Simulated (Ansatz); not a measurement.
**CH₄FNOSi: a ladder of functionals and wavefunction methods**

An exercise on one series of results from a longer session: the logs are not shown, and one member is left open.

Program: Ansatz 0.2.0, Gaussian basis. Level of theory: functionals in def2-TZVPP, the program's frozen cores in correlated methods. These are calculated values, not measurements.

Levels to be run: LDA (SPW92), PBE-D4, revPBE-D4, BLYP-D4, r2SCAN-D4, B97M-V, PBE0-D4, B3LYP-D4, r2SCANh-D4, r2SCAN0-D4, HSE06-D4, BHLYP-D4, CAM-B3LYP-D4, LC-ωPBE, ωB97X-V, ωB97M-V, B2PLYP, PBE-QIDH; CCSD(T)/def2-SVP; CCSD(T)/def2-TZVPP; MP2/def2-QZVPP; extrapolation to the limit; RPA on PBE.

## The geometry

An earlier PBE0-D4 in a triple-zeta def2 set relaxation fixed the geometry.

SMILES `NC(=O)[SiH2]F`, 9 atoms, charge 0, spin multiplicity 1.

Atoms are counted from 1 here; the program's logs count them from 0.

Bond lengths: N1–C2 1.349 Å, N1–H6 1.009 Å, N1–H7 1.005 Å, C2–O3 1.219 Å, C2–Si4 1.902 Å, Si4–F5 1.608 Å, Si4–H8 1.478 Å, Si4–H9 1.478 Å. Angles: C2–N1–H6 119.5°, C2–N1–H7 121.1°, H6–N1–H7 119.3°, N1–C2–O3 123.9°, N1–C2–Si4 120.7°, O3–C2–Si4 115.4°, C2–Si4–F5 110.1°, C2–Si4–H8 108.7°, C2–Si4–H9 108.7°, F5–Si4–H8 108.7°, F5–Si4–H9 108.7°, H8–Si4–H9 111.9°.

The first run:

in.yaml

```yaml
crystal:
  periodic: [false, false, false]
  atoms:
    - {symbol: N, position_ang: [-0.102625, 0.776478, 1.347249]}
    - {symbol: C, position_ang: [0.598505, 0.010225, 0.487003]}
    - {symbol: O, position_ang: [1.740508, -0.367232, 0.686867]}
    - {symbol: Si, position_ang: [-0.172264, -0.556107, -1.157367]}
    - {symbol: F, position_ang: [-1.671124, 0.010988, -1.288840]}
    - {symbol: H, position_ang: [0.322695, 1.067190, 2.214450]}
    - {symbol: H, position_ang: [-1.042695, 1.063731, 1.139336]}
    - {symbol: H, position_ang: [0.637226, -0.017972, -2.271301]}
    - {symbol: H, position_ang: [-0.221627, -2.033603, -1.174698]}
basis:
  gaussian: {orbitals: def2-TZVPP}
hamiltonian: {xc: lda}
output: {orbitals: {seedname: orbitals}}
```

Command:

```bash
$ ansatz run in.yaml --threads 2 --pin off --events-out ev --progress --plain --max-ram 4352MiB
```

Steps of the session up to this table: LDA; PBE-D4 (GGA); revPBE-D4 (GGA); BLYP-D4 (GGA); r2SCAN-D4 (meta-GGA); B97M-V (meta-GGA); B3LYP-D4 (hybrid); r2SCANh-D4 (hybrid); r2SCAN0-D4 (hybrid); HSE06-D4 (hybrid); BHLYP-D4 (hybrid); CAM-B3LYP-D4 (range-separated); LC-ωPBE (range-separated); ωB97X-V (range-separated); ωB97M-V (range-separated); B2PLYP (double hybrid); PBE-QIDH (double hybrid).

One of the session's tables, all rows but one given; the rest of the session is left out.

It belongs to the step «Frontier levels by functional». 

| functional | HOMO (eV) | gap (eV) |
| --- | --- | --- |
| LDA (SPW92) | -6.03 | 4.33 |
| PBE-D4 | -5.85 | 4.39 |
| revPBE-D4 | -5.77 | 4.40 |
| BLYP-D4 | -5.76 | 4.43 |
| r2SCAN-D4 | -6.12 | 4.84 |
| B97M-V | ? | ? |
| PBE0-D4 | -7.35 | 6.91 |
| B3LYP-D4 | -7.12 | 6.45 |
| r2SCANh-D4 | -6.69 | 5.79 |
| r2SCAN0-D4 | -7.56 | 7.22 |
| HSE06-D4 | -6.94 | 6.12 |
| BHLYP-D4 | -8.85 | 9.53 |
| CAM-B3LYP-D4 | -8.79 | 9.54 |
| LC-ωPBE | -10.07 | 12.02 |
| ωB97X-V | -9.76 | 11.64 |
| ωB97M-V | -9.70 | 11.45 |

Estimate the missing values for B97M-V.

The run gave: HOMO (eV): -6.28; gap (eV): 5.00. In the column «HOMO (eV)» it lies between r2SCANh-D4 (-6.69) and r2SCAN-D4 (-6.12).
